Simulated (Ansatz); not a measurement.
# CH3AlClFO: the cost of one run

Program: Ansatz 0.2.0. Level of theory: RHF/6-31G*. These are calculated values, not measurements.

## 1. Starting point

Bond lengths: C1–O2 1.372 Å, O2–Al3 1.867 Å, Al3–F4 1.814 Å, Al3–Cl5 2.197 Å, C1–H6 1.091 Å, C1–H7 1.082 Å, C1–H8 1.169 Å. Angles: C1–O2–Al3 109.9°, O2–C1–H6 111.3°, O2–C1–H7 113.4°, O2–C1–H8 107.1°, H6–C1–H7 110.8°, H6–C1–H8 103.9°, H7–C1–H8 109.8°, O2–Al3–F4 119.2°, O2–Al3–Cl5 120.5°, F4–Al3–Cl5 120.1°.

Structure file:

```xyz
8

C    -0.4880   -0.3722    1.0817
O     0.7570    0.0467    0.6868
Al    0.7845    0.3080   -1.1621
F     1.2816   -1.0619   -2.2421
Cl    0.3492    2.2843   -2.0167
H    -0.5507   -0.4599    2.1678
H    -0.8049   -1.2898    0.6035
H    -1.2366    0.4878    0.8253
```

## 2. End point A

Contents of input.yaml:

```yaml
crystal:
  periodic: [false, false, false]
  atoms:
    - { symbol: C, position_ang: [-0.488, -0.3722, 1.0817] }
    - { symbol: O, position_ang: [0.757, 0.0467, 0.6868] }
    - { symbol: Al, position_ang: [0.7845, 0.308, -1.1621] }
    - { symbol: F, position_ang: [1.2816, -1.0619, -2.2421] }
    - { symbol: Cl, position_ang: [0.3492, 2.2843, -2.0167] }
    - { symbol: H, position_ang: [-0.5507, -0.4599, 2.1678] }
    - { symbol: H, position_ang: [-0.8049, -1.2898, 0.6035] }
    - { symbol: H, position_ang: [-1.2366, 0.4878, 0.8253] }
basis:
  gaussian: { orbitals: "6-31G*" }
hamiltonian:
  xc: hf
relax:
  f_tol: 0.02
  max_steps: 50
```

On the command line:

```sh
$ ansatz run input.yaml --threads 1 --pin off --max-ram 2048MiB --backend cpu --events-out ev --progress --plain --runs-dir out
```

**Question.** How long does this run take on 1 thread of Intel Xeon 6975P-C (Granite Rapids), shared host, and how much memory does it need?

About 28 s, with a peak of 0.18 GiB.
